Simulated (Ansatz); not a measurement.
**WS2 (Tungstenite): a point defect seen from the nuclei (Al on a W site), part 1 of 2**

Aim: the field gradients at and around a point defect: Al on a W site in WS2 (Tungstenite), cell charge -1. The cell is a supercell built from a COD entry (the entry's cell lengths or inner coordinates differ somewhat from later room-temperature determinations). Planned: a single point, then a relaxation.

The COD entry's cell or inner coordinates are ideal or old and differ from later refinements, so a difference from it is no clean test against experiment.

Program: Ansatz 0.2.0. Level of theory: DFT, PBE, plane-wave PAW, default files, scalar-relativistic. These are calculated values, not measurements.

### 1 The system as given

Symmetry: P-6m2, No. 187, hexagonal system. Conventional cell: a = 9.540 Å, b = 9.540 Å, c = 12.500 Å, α = 90.00°, β = 90.00°, γ = 120.00°. Al (site symmetry -6m2) has 6 S at 2.41 Å in its first shell of neighbours. W (site symmetry m) is surrounded by 6 S at 2.41 Å. W (site symmetry -6m2) is surrounded by 6 S at 2.41 Å. Around W (site symmetry mm2) lie 6 S at 2.41 Å. S (site symmetry 3m) has 3 W at 2.41 Å in its first shell of neighbours. Only part of the 14 independent sites is listed.

Structure file:

```
Al W S
1.0
     9.54000    0.00000    0.00000
    -4.77000    8.26188    0.00000
     0.00000    0.00000   12.50000
Al W S
1 17 36
Direct
  0.11111 0.22222 0.25000
  0.11111 0.55556 0.25000
  0.11111 0.88889 0.25000
  0.44444 0.22222 0.25000
  0.44444 0.55556 0.25000
  0.44444 0.88889 0.25000
  0.77778 0.22222 0.25000
  0.77778 0.55556 0.25000
  0.77778 0.88889 0.25000
  0.22222 0.11111 0.75000
  0.22222 0.44444 0.75000
  0.22222 0.77778 0.75000
  0.55556 0.11111 0.75000
  0.55556 0.44444 0.75000
  0.55556 0.77778 0.75000
  0.88889 0.11111 0.75000
  0.88889 0.44444 0.75000
  0.88889 0.77778 0.75000
  0.11111 0.22222 0.62500
  0.11111 0.55556 0.62500
  0.11111 0.88889 0.62500
  0.44444 0.22222 0.62500
  0.44444 0.55556 0.62500
  0.44444 0.88889 0.62500
  0.77778 0.22222 0.62500
  0.77778 0.55556 0.62500
  0.77778 0.88889 0.62500
  0.22222 0.11111 0.12500
  0.22222 0.44444 0.12500
  0.22222 0.77778 0.12500
  0.55556 0.11111 0.12500
  0.55556 0.44444 0.12500
  0.55556 0.77778 0.12500
  0.88889 0.11111 0.12500
  0.88889 0.44444 0.12500
  0.88889 0.77778 0.12500
  0.11111 0.22222 0.87500
  0.11111 0.55556 0.87500
  0.11111 0.88889 0.87500
  0.44444 0.22222 0.87500
  0.44444 0.55556 0.87500
  0.44444 0.88889 0.87500
  0.77778 0.22222 0.87500
  0.77778 0.55556 0.87500
  0.77778 0.88889 0.87500
  0.22222 0.11111 0.37500
  0.22222 0.44444 0.37500
  0.22222 0.77778 0.37500
  0.55556 0.11111 0.37500
  0.55556 0.44444 0.37500
  0.55556 0.77778 0.37500
  0.88889 0.11111 0.37500
  0.88889 0.44444 0.37500
  0.88889 0.77778 0.37500
```

Atom 1 of the input is the impurity.

### 2 First run, atoms as given

input.yaml

```yaml
crystal:
  lattice:
    - [9.54, 0.0, 0.0]
    - [-4.77, 8.261882352, 0.0]
    - [0.0, 0.0, 12.5]
  atoms:
    - { symbol: Al, position: [0.1111111111, 0.2222222222, 0.25] }
    - { symbol: W, position: [0.1111111111, 0.5555555556, 0.25] }
    - { symbol: W, position: [0.1111111111, 0.8888888889, 0.25] }
    - { symbol: W, position: [0.4444444444, 0.2222222222, 0.25] }
    - { symbol: W, position: [0.4444444444, 0.5555555556, 0.25] }
    - { symbol: W, position: [0.4444444444, 0.8888888889, 0.25] }
    - { symbol: W, position: [0.7777777778, 0.2222222222, 0.25] }
    - { symbol: W, position: [0.7777777778, 0.5555555556, 0.25] }
    - { symbol: W, position: [0.7777777778, 0.8888888889, 0.25] }
    - { symbol: W, position: [0.2222222222, 0.1111111111, 0.75] }
    - { symbol: W, position: [0.2222222222, 0.4444444444, 0.75] }
    - { symbol: W, position: [0.2222222222, 0.7777777778, 0.75] }
    - { symbol: W, position: [0.5555555556, 0.1111111111, 0.75] }
    - { symbol: W, position: [0.5555555556, 0.4444444444, 0.75] }
    - { symbol: W, position: [0.5555555556, 0.7777777778, 0.75] }
    - { symbol: W, position: [0.8888888889, 0.1111111111, 0.75] }
    - { symbol: W, position: [0.8888888889, 0.4444444444, 0.75] }
    - { symbol: W, position: [0.8888888889, 0.7777777778, 0.75] }
    - { symbol: S, position: [0.1111111111, 0.2222222222, 0.625] }
    - { symbol: S, position: [0.1111111111, 0.5555555556, 0.625] }
    - { symbol: S, position: [0.1111111111, 0.8888888889, 0.625] }
    - { symbol: S, position: [0.4444444444, 0.2222222222, 0.625] }
    - { symbol: S, position: [0.4444444444, 0.5555555556, 0.625] }
    - { symbol: S, position: [0.4444444444, 0.8888888889, 0.625] }
    - { symbol: S, position: [0.7777777778, 0.2222222222, 0.625] }
    - { symbol: S, position: [0.7777777778, 0.5555555556, 0.625] }
    - { symbol: S, position: [0.7777777778, 0.8888888889, 0.625] }
    - { symbol: S, position: [0.2222222222, 0.1111111111, 0.125] }
    - { symbol: S, position: [0.2222222222, 0.4444444444, 0.125] }
    - { symbol: S, position: [0.2222222222, 0.7777777778, 0.125] }
    - { symbol: S, position: [0.5555555556, 0.1111111111, 0.125] }
    - { symbol: S, position: [0.5555555556, 0.4444444444, 0.125] }
    - { symbol: S, position: [0.5555555556, 0.7777777778, 0.125] }
    - { symbol: S, position: [0.8888888889, 0.1111111111, 0.125] }
    - { symbol: S, position: [0.8888888889, 0.4444444444, 0.125] }
    - { symbol: S, position: [0.8888888889, 0.7777777778, 0.125] }
    - { symbol: S, position: [0.1111111111, 0.2222222222, 0.875] }
    - { symbol: S, position: [0.1111111111, 0.5555555556, 0.875] }
    - { symbol: S, position: [0.1111111111, 0.8888888889, 0.875] }
    - { symbol: S, position: [0.4444444444, 0.2222222222, 0.875] }
    - { symbol: S, position: [0.4444444444, 0.5555555556, 0.875] }
    - { symbol: S, position: [0.4444444444, 0.8888888889, 0.875] }
    - { symbol: S, position: [0.7777777778, 0.2222222222, 0.875] }
    - { symbol: S, position: [0.7777777778, 0.5555555556, 0.875] }
    - { symbol: S, position: [0.7777777778, 0.8888888889, 0.875] }
    - { symbol: S, position: [0.2222222222, 0.1111111111, 0.375] }
    - { symbol: S, position: [0.2222222222, 0.4444444444, 0.375] }
    - { symbol: S, position: [0.2222222222, 0.7777777778, 0.375] }
    - { symbol: S, position: [0.5555555556, 0.1111111111, 0.375] }
    - { symbol: S, position: [0.5555555556, 0.4444444444, 0.375] }
    - { symbol: S, position: [0.5555555556, 0.7777777778, 0.375] }
    - { symbol: S, position: [0.8888888889, 0.1111111111, 0.375] }
    - { symbol: S, position: [0.8888888889, 0.4444444444, 0.375] }
    - { symbol: S, position: [0.8888888889, 0.7777777778, 0.375] }
total_charge: -1
kpoints:
  mp_grid: { grid: [3, 3, 2] }
scf:
  occupations: { method: fermi_dirac, width: 0.01 }
hamiltonian:
  xc: pbe
  pseudopotentials: { kind: paw }
output:
  forces: true
  stress: true
  populations: true
  efg:
    quadrupole_moments_barn: { Al: 0.1466, S: -0.0694 }
    contact_densities: true
```

Launch:

```console
$ ansatz run input.yaml --threads 4 --pin off --max-ram 8192MiB --backend cpu --events-out ev --progress --plain --runs-dir out
```

Standard output:

```text
Warning: RAYON_NUM_THREADS=4 ignored (pool sized by the plan → 4); use --threads N
W: output.efg is read without spin–orbit coupling, which moves field gradients at and beside such atoms by some per cent and up to a factor of two; PAW files take it under magnetization.noncollinear and magnetization.spin_orbit
Engine: ansatz 0.2.0, aarch64-unknown-linux-gnu
Pseudopotentials: kind: paw
Pseudopotential: Al, paw, valence charge 3, recommended cutoff 420 eV (normal), Al.paw.azcp
Pseudopotential: W, paw, valence charge 14, recommended cutoff 420 eV (normal), W.paw.azcp
Pseudopotential: S, paw, valence charge 6, recommended cutoff 420 eV (normal), S.paw.azcp
Functional definition: PBE
  parameter kappa = 0.804
  parameter beta = 0.06672455060314922
  exchange = pbe_x(kappa = kappa, mu = beta*pi^2/3)
  correlation = pbe_c(beta = beta)
Crystal: 54 atoms, lattice volume = 985.229 Å³
Basis set: ecut = 420 eV, 19181 PW (Γ), exchange–correlation on 128×128×180 points (8 copies of the dense FFT grid, shifted against one another)
Bands: 283, of which v1, the nominal top of the filled ones, is band 229 counted from 1 (228 counted from 0)
Symmetry: 12 space group operations
Space group: P-6m2 (ITA 187), of the structure as read, at distance tolerance 1.0e-4 Å
k-points: 6 of 18 (time reversal used)
Non-local potential: Al, projectors of the file, l = 0: 2, l = 1: 2, l = 2: 1
Non-local potential: W, projectors of the file, l = 0: 3, l = 1: 2, l = 2: 2, l = 3: 1
Non-local potential: S, projectors of the file, l = 0: 2, l = 1: 2, l = 2: 2
PAW form: soft (Blöchl's): semilocal exchange-correlation on the pseudo side does not see the compensation charge
PAW one-centre angular grid: Al, 110 points (default); XC on 64 Gauss nodes
PAW one-centre angular grid: W, 590 points (default); XC on 64 Gauss nodes
PAW one-centre angular grid: S, 110 points (default); XC on 64 Gauss nodes
Initial density: superposition of atomic densities (neutral atoms scaled as one to the charged cell's electrons: chi_scale 0, normalization atom), corrected by the library's trained network
Initial wavefunctions: pseudopotential atomic-orbital guess
Functional: x = pbe(κ = 0.804, μ = 0.2195149727645171), c = pbe(β = 0.06672455060314922)
SCF iter   1: F=—  HF=-209584.060236 eV  |F-HF|=—  |Δ(HF+E_count)|=         —  Δρ=7.14e-3  dr2=1.47e0  ethr=1.77e-3  ⟨swp⟩=6.0  Hψ=7042  notcnv=0
preconditioner: auto → LDOS  [metal: Δε(μ)=0.014 eV  Ē_g=8.403 eV  σ=0.010 eV  W_gap=0.32  n_scr=224 (ndim 8)  ℏωp=21.2 eV  f_vac=0.022  D(μ)=21.18/eV (n_scr^D=108)  β→1.0]
SCF iter   2: F=—  HF=-209585.091196 eV  |F-HF|=—  |Δ(HF+E_count)|=    1.03e0  Δρ=1.44e-2  dr2=7.73e0  ethr=3.20e-4  ⟨swp⟩=3.8  Hψ=3406  notcnv=0  defer=273  recentre
SCF iter   3: F=—  HF=-209583.933491 eV  |F-HF|=—  |Δ(HF+E_count)|=    1.16e0  Δρ=4.12e-3  dr2=5.18e-1  ethr=3.20e-4  ⟨swp⟩=5.3  Hψ=4273  notcnv=0  defer=259
[... 11 lines left out ...]
SCF iter  15: F=—  HF=-209583.873327 eV  |F-HF|=—  |Δ(HF+E_count)|=  6.11e-10  Δρ=3.23e-6  dr2=4.05e-7  ethr=9.48e-11  ⟨swp⟩=2.0  Hψ=2469  notcnv=0  defer=285
SCF iter  16: F=—  HF=-209583.873327 eV  |F-HF|=—  |Δ(HF+E_count)|=   3.44e-8  Δρ=1.73e-6  dr2=1.23e-7  ethr=8.85e-11  ⟨swp⟩=2.0  Hψ=2151  notcnv=0  defer=285
SCF iter  17: F=-209583.873327 eV  HF=-209583.873327 eV  |F-HF|=2.66e-8  |Δ(HF+E_count)|=   1.14e-8  Δρ=8.89e-7  dr2=3.10e-8  ethr=2.18e-11  ⟨swp⟩=10.7  Hψ=7380  notcnv=0
SCF 1 converged in 17 iterations: F = -209583.873327 eV  dr2 = 3.10e-8
SCF converged after 17 iterations
Free energy (F): -209583.873327 eV
Harris-Foulkes:  -209583.873327 eV  (|F-HF|=2.66e-8)
Internal energy: -209583.865633 eV  (E = F + TS)
E sigma→0 (E₀):  -209583.869480 eV
Entropy (-TS):   -0.007694 eV (-0.142 meV/atom)
Fermi energy:    11.191911 eV
--- Per-component energies (eV) ---
[... 15 lines left out ...]
--- Forces (eV/Å), atoms counted from 1 ---
  atom   1  Al     0.00000000     0.00000000     0.00000000
  atom   2  W     -0.24736186     0.63626340     0.00000000
  atom   3  W      0.42733934    -0.53235335     0.00000000
[... 67 lines left out ...]
  atom  29  S  V_zz =    -5.458372   η = 0.6703   by run symmetry: allowed   C_q = +9.1596 MHz
            electrostatic potential = -1638.627948 V   contact ρ = 19769.851214 e/Å³
  atom  30  S  V_zz =    -4.152824   η = 0.0729   by run symmetry: allowed   C_q = +6.9688 MHz
            electrostatic potential = -1638.051849 V   contact ρ = 19770.325253 e/Å³
  atom  31  S  V_zz =    -4.152824   η = 0.0729   by run symmetry: allowed   C_q = +6.9688 MHz
            electrostatic potential = -1638.051849 V   contact ρ = 19770.325253 e/Å³
  atom  32  S  V_zz =    -4.605945   η = 0.2324   by run symmetry: allowed   C_q = +7.7292 MHz
            electrostatic potential = -1637.972192 V   contact ρ = 19770.231484 e/Å³
  atom  33  S  V_zz =    -4.152824   η = 0.0729   by run symmetry: allowed   C_q = +6.9688 MHz
            electrostatic potential = -1638.051849 V   contact ρ = 19770.325253 e/Å³
  atom  34  S  V_zz =    -5.458372   η = 0.6703   by run symmetry: allowed   C_q = +9.1596 MHz
            electrostatic potential = -1638.627948 V   contact ρ = 19769.851214 e/Å³
  atom  35  S  V_zz =    -4.605945   η = 0.2324   by run symmetry: allowed   C_q = +7.7292 MHz
            electrostatic potential = -1637.972192 V   contact ρ = 19770.231484 e/Å³
  atom  36  S  V_zz =    -4.605945   η = 0.2324   by run symmetry: allowed   C_q = +7.7292 MHz
            electrostatic potential = -1637.972192 V   contact ρ = 19770.231484 e/Å³
  atom  37  S  V_zz =    -4.885286   η = 0.0000   by run symmetry: allowed   C_q = +8.1979 MHz
            electrostatic potential = -1637.589640 V   contact ρ = 19770.915427 e/Å³
  atom  38  S  V_zz =    -4.766977   η = 0.0053   by run symmetry: allowed   C_q = +7.9994 MHz
            electrostatic potential = -1637.569996 V   contact ρ = 19770.798982 e/Å³
  atom  39  S  V_zz =    -4.766977   η = 0.0053   by run symmetry: allowed   C_q = +7.9994 MHz
            electrostatic potential = -1637.569996 V   contact ρ = 19770.798982 e/Å³
  atom  40  S  V_zz =    -4.766977   η = 0.0053   by run symmetry: allowed   C_q = +7.9994 MHz
            electrostatic potential = -1637.569996 V   contact ρ = 19770.798982 e/Å³
  atom  41  S  V_zz =    -4.766977   η = 0.0053   by run symmetry: allowed   C_q = +7.9994 MHz
            electrostatic potential = -1637.569996 V   contact ρ = 19770.798982 e/Å³
  atom  42  S  V_zz =    -4.722120   η = 0.0000   by run symmetry: allowed   C_q = +7.9241 MHz
            electrostatic potential = -1637.564575 V   contact ρ = 19770.727354 e/Å³
  atom  43  S  V_zz =    -4.766977   η = 0.0053   by run symmetry: allowed   C_q = +7.9994 MHz
            electrostatic potential = -1637.569996 V   contact ρ = 19770.798982 e/Å³
  atom  44  S  V_zz =    -4.730488   η = 0.0000   by run symmetry: allowed   C_q = +7.9382 MHz
            electrostatic potential = -1637.560731 V   contact ρ = 19770.679645 e/Å³
  atom  45  S  V_zz =    -4.766977   η = 0.0053   by run symmetry: allowed   C_q = +7.9994 MHz
            electrostatic potential = -1637.569996 V   contact ρ = 19770.798982 e/Å³
  atom  46  S  V_zz =    -5.458372   η = 0.6703   by run symmetry: allowed   C_q = +9.1596 MHz
            electrostatic potential = -1638.627948 V   contact ρ = 19769.851214 e/Å³
  atom  47  S  V_zz =    -5.458372   η = 0.6703   by run symmetry: allowed   C_q = +9.1596 MHz
            electrostatic potential = -1638.627948 V   contact ρ = 19769.851214 e/Å³
  atom  48  S  V_zz =    -4.152824   η = 0.0729   by run symmetry: allowed   C_q = +6.9688 MHz
            electrostatic potential = -1638.051849 V   contact ρ = 19770.325253 e/Å³
  atom  49  S  V_zz =    -4.152824   η = 0.0729   by run symmetry: allowed   C_q = +6.9688 MHz
            electrostatic potential = -1638.051849 V   contact ρ = 19770.325253 e/Å³
  atom  50  S  V_zz =    -4.605945   η = 0.2324   by run symmetry: allowed   C_q = +7.7292 MHz
            electrostatic potential = -1637.972192 V   contact ρ = 19770.231484 e/Å³
  atom  51  S  V_zz =    -4.152824   η = 0.0729   by run symmetry: allowed   C_q = +6.9688 MHz
            electrostatic potential = -1638.051849 V   contact ρ = 19770.325253 e/Å³
  atom  52  S  V_zz =    -5.458372   η = 0.6703   by run symmetry: allowed   C_q = +9.1596 MHz
            electrostatic potential = -1638.627948 V   contact ρ = 19769.851214 e/Å³
  atom  53  S  V_zz =    -4.605945   η = 0.2324   by run symmetry: allowed   C_q = +7.7292 MHz
            electrostatic potential = -1637.972192 V   contact ρ = 19770.231484 e/Å³
  atom  54  S  V_zz =    -4.605945   η = 0.2324   by run symmetry: allowed   C_q = +7.7292 MHz
            electrostatic potential = -1637.972192 V   contact ρ = 19770.231484 e/Å³
--- Band table (eV; the first three rows and the last of 6) ---
[... 4 lines left out ...]
--- Löwdin populations: 54 sites ---
  site symbol       q [e]
[... 54 lines left out ...]
  spilling = 0.009294 (of n_electrons = 458.000000)
```

It took 2.6 min on 4 threads of Arm Neoverse V1, shared host; peak memory 5.3 GiB.

The run ends with no gap over 0.1 eV on the mesh, largest force 0.683 eV/Å, pressure 2.4 GPa.

Like atoms gathered into sites: 12 of 14, those nearest the defect, the farthest of each element and the two largest gradients.

```
site              atoms  distance from the defect (Å)  V_zz (10²¹ V/m²)     η     C_Q (MHz)
  Al                  1                          0.00             -1.25  0.00  -4.41 (²⁷Al)
 S28  28, 29, 34, 46, …                          2.41             -5.46  0.67    9.16 (³³S)
  W2      2, 3, 4, 5, …                          3.18             -20.6  0.25             –
 S32  32, 35, 36, 50, …                          3.99             -4.61  0.23    7.73 (³³S)
 S19             19, 37                          4.69             -4.89  0.00    8.20 (³³S)
 S30  30, 31, 33, 48, …                          5.10             -4.15  0.07    6.97 (³³S)
  W8                  8                          5.51            -18.01  0.00             –
  W6                  6                          5.51            -16.07  0.00             –
 S20  20, 21, 22, 23, …                          5.66             -4.77  0.01    8.00 (³³S)
 W10         10, 11, 16                          6.51            -18.08  0.00             –
 S24             24, 42                          7.23             -4.72  0.00    7.92 (³³S)
 W12         12, 13, 15                          7.92            -17.96  0.01             –
```

Conventions: |V_zz| ≥ |V_yy| ≥ |V_xx|, η = (V_xx − V_yy)/V_zz, C_Q = eQV_zz/h. Nuclear quadrupole moments: year-2017 set (Pyykkö). A dash under C_Q marks elements without a common quadrupolar isotope.

Direction of the V_zz axis (Cartesian unit vector):

```
site  atom     x     y     z
  Al     1  0.00  0.00  1.00
  W2     2  0.00  0.00  1.00
  W6     6  0.00  0.00  1.00
  W8     8  0.00  0.00  1.00
 W10    10  0.00  0.00  1.00
 W12    12  0.00  0.00  1.00
 W14    14  0.00  0.00  1.00
 S19    19  0.00  0.00  1.00
 S20    20  0.01  0.00  1.00
 S24    24  0.00  0.00  1.00
```

(Continued in part 2 of 2.)
